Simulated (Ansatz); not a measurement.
# SnAs: how the settings move a relaxation

How sensitive is a relaxation of SnAs to its settings? A reference run comes first, then one run with altered input.

The COD entry's cell or inner coordinates are ideal or old and differ from later refinements, so a difference from it is no clean test against experiment.

Program: Ansatz 0.2.0. Level of theory: reference: DFT, r2SCAN, PAW with Ansatz's default frozen-core files, scalar-relativistic. These are calculated values, not measurements.

### Step 1. Starting point

Symmetry: Fm-3m, No. 225, cubic system. Conventional cell: a = 5.485 Å, b = 5.485 Å, c = 5.485 Å, α = 90.00°, β = 90.00°, γ = 90.00°. Around Sn (site symmetry m-3m) lie 6 As at 2.74 Å. As (site symmetry m-3m) is surrounded by 6 Sn at 2.74 Å.

As a file:

```
CELL_PARAMETERS angstrom
0.00000 2.74247 2.74247
2.74247 0.00000 2.74247
2.74247 2.74247 0.00000
ATOMIC_POSITIONS crystal
Sn 0.00000 0.00000 0.00000
As 0.50000 0.50000 0.50000
```

### Step 2. Baseline

The input, input.yaml:

```yaml
crystal:
  lattice:
    - [0.0, 2.742472597, 2.742472597]
    - [2.742472597, 0.0, 2.742472597]
    - [2.742472597, 2.742472597, 0.0]
  atoms:
    - { symbol: Sn, position: [0.0, 0.0, 0.0] }
    - { symbol: As, position: [0.5, 0.5, 0.5] }
kpoints:
  mp_grid: { grid: [11, 11, 11] }
scf:
  occupations: { method: fermi_dirac, width: 0.05 }
hamiltonian:
  xc: r2scan
  pseudopotentials: { kind: paw }
output:
  forces: true
  stress: true
  write_density: true
  write_potential: true
  elf: true
  volumetric_format: npy
relax:
  f_tol: 0.01
  max_steps: 30
```

On the command line:

```bash
ansatz run input.yaml --threads 1 --pin off --max-ram 2048MiB --backend cpu --events-out ev --progress --plain --runs-dir out
```

### Step 3. Variant: n_extra_bands 4, spin_polarized true

Changes to input.yaml since step 2:

```diff
@@ -12,2 +12,3 @@
   occupations: { method: fermi_dirac, width: 0.05 }
+  n_extra_bands: 4
 hamiltonian:
@@ -18,6 +19,2 @@
   stress: true
-  write_density: true
-  write_potential: true
-  elf: true
-  volumetric_format: npy
 relax:
@@ -25 +22,3 @@
   max_steps: 30
+magnetization:
+  spin_polarized: true
```

Q: Predict the outcome of this session. Wanted: for each run, ending; energy change; pressure; gap; force.

The runs gave:

```
                                    run     ending  energy change  pressure (GPa)  gap (eV)  force (eV/Å)  cycles   time
                              reference  converged              0            14.3      0.00          0.00       9   10 s
1: n_extra_bands 4, spin_polarized true  converged   0.0 meV/atom            14.3      0.00          0.00      11  9.5 s
```

Times don't compare one to one where runs were asked for different outputs or read a saved state (see the inputs); cycles may leave out searches for a lower state.

**Reading.** With the changed spin polarisation the energy stays within 0.5 meV/atom: no moment was seeded, so none could form, and both runs end non-magnetic. Semilocal functionals close small gaps, so the missing gap need not be the real solid's. The structure is not at rest: the sound run finds 14 GPa, so these are no properties of the relaxed crystal. Symmetry fixes the atoms and the cell is held, so no setting can move this relaxation. 
